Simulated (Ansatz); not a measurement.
# Co3NiGe4: the cost of one run

Program: Ansatz 0.2.0. Level of theory: DFT PBE, scalar-relativistic, plane waves, PAW. These are calculated values, not measurements.

1 further run of the same task is left out (it didn't finish). Runs told in other sessions of the task aren't counted.

### 1 The structure to begin with

Symmetry: R3, No. 146, trigonal system. Conventional cell: a = 6.577 Å, b = 6.577 Å, c = 8.078 Å, α = 90.00°, β = 90.00°, γ = 120.00°. Co (site symmetry 1) is surrounded by 7 Ge at 2.38 to 2.62 Å. Ni (site symmetry 3) has 7 Ge at 2.42 to 2.62 Å in its first shell of neighbours. Ge (site symmetry 3) is surrounded by 6 Co at 2.42 to 2.61 Å and 1 Ni at 2.42 Å. Around Ge (site symmetry 1) lie 5 Co at 2.38 to 2.62 Å and 2 Ni at 2.42 to 2.62 Å.

Coordinates:

```
Co Ni Ge
1.0
     3.28848    1.89861    2.69271
    -3.28848    1.89861    2.69271
     0.00000   -3.79721    2.69271
Co Ni Ge
3 1 4
Direct
  0.86018 0.36607 0.13503
  0.13503 0.86018 0.36607
  0.36607 0.13503 0.86018
  0.63726 0.63726 0.63726
  0.33714 0.33714 0.33714
  0.16104 0.66013 0.84315
  0.84315 0.16104 0.66013
  0.66013 0.84315 0.16104
```

The start is the relaxed end of an invented cell (made as: elements ordered on the sites of the CoGe type, Ni/Co on Co (R3, No. 146)), taken up again for a closer look.

### 2 Probe: one point on a coarse mesh

input.yaml reads:

```yaml
crystal:
  lattice:
    - [3.2884845, 1.8986074, 2.6927073]
    - [-3.2884845, 1.8986074, 2.6927073]
    - [0.0, -3.7972148, 2.6927073]
  atoms:
    - { symbol: Co, position: [0.86018, 0.366071, 0.135031] }
    - { symbol: Co, position: [0.135031, 0.86018, 0.366071] }
    - { symbol: Co, position: [0.366071, 0.135031, 0.86018] }
    - { symbol: Ni, position: [0.637263, 0.637263, 0.637263] }
    - { symbol: Ge, position: [0.337138, 0.337138, 0.337138] }
    - { symbol: Ge, position: [0.16104, 0.66013, 0.843149] }
    - { symbol: Ge, position: [0.843149, 0.16104, 0.66013] }
    - { symbol: Ge, position: [0.66013, 0.843149, 0.16104] }
basis:
  ecutwfc: 420
kpoints:
  mp_grid: { grid: [6, 6, 6] }
hamiltonian:
  xc: pbe
scf:
  occupations: { method: gaussian, width: 0.1 }
  lower_state_search: "off"
output:
  forces: true
  stress: true
  eigenvalues: true
```

Started as:

```
$ ansatz run input.yaml --threads 4 --pin off --max-ram 8192MiB --backend cpu --events-out ev --progress --plain --runs-dir out
```

What time and memory should one allow on 4 threads of AMD EPYC 7R43 (Zen 3), shared host?

About 11 s, with a peak of 0.64 GiB.
